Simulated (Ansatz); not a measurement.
# Cl2HOSi, SMILES O[Si](Cl)Cl: a comparison of dispersion corrections

Program: the Ansatz DFT code, driven from Python.

Typed at the interpreter:
```pycon
>>> import ansatz as az
>>> GEOMETRY = """
... O    -0.10005    1.16192   -0.11078
... Si   -0.41479   -0.35771    0.37193
... Cl    1.35273   -1.32860    0.68195
... Cl   -1.47754   -1.15816   -1.13990
... H     0.63964    1.68255    0.19679
... """
>>> mol = az.Crystal.molecule()
>>> for line in GEOMETRY.strip().splitlines():
...     symbol, *xyz = line.split()
...     mol = mol.atom(symbol, [float(v) for v in xyz])
...
>>> base = (
...     mol.calculation()
...     .basis(gaussian="def2-SVP")
...     .spin("collinear", total=1)
... )
>>> for name in ["pbe0", "revpbe"]:
...     for correction in ("d3bj", "d4"):
...         r = base.functional(name, dispersion=correction).run(threads=1, backend="cpu").report
...         print(f"{name:8s} {correction:5s} total {r['free_energy_ev']:.5f} eV, of which dispersion {1000 * r['dispersion']['energy']['ev']:.2f} meV")
...
pbe0     d3bj  total -34963.22274 eV, of which dispersion -130.11 meV
pbe0     d4    total -34963.22380 eV, of which dispersion -131.17 meV
revpbe   d3bj  total -34969.99209 eV, of which dispersion -337.88 meV
revpbe   d4    total -34970.07246 eV, of which dispersion -418.25 meV
```

What to keep in mind:
- Total energies depend on the basis set; only differences at equal settings carry meaning.
- The geometry is a force-field or estimated start, not a minimum of this method, and the basis set is short of its limit. D4 holds the three-body term, and d3bj doesn't.
- The species is open-shell (spin multiplicity 2).
- Timing: 10 s on 1 thread of Arm Neoverse V2, with other jobs on the host, peak memory 0.24 GiB.
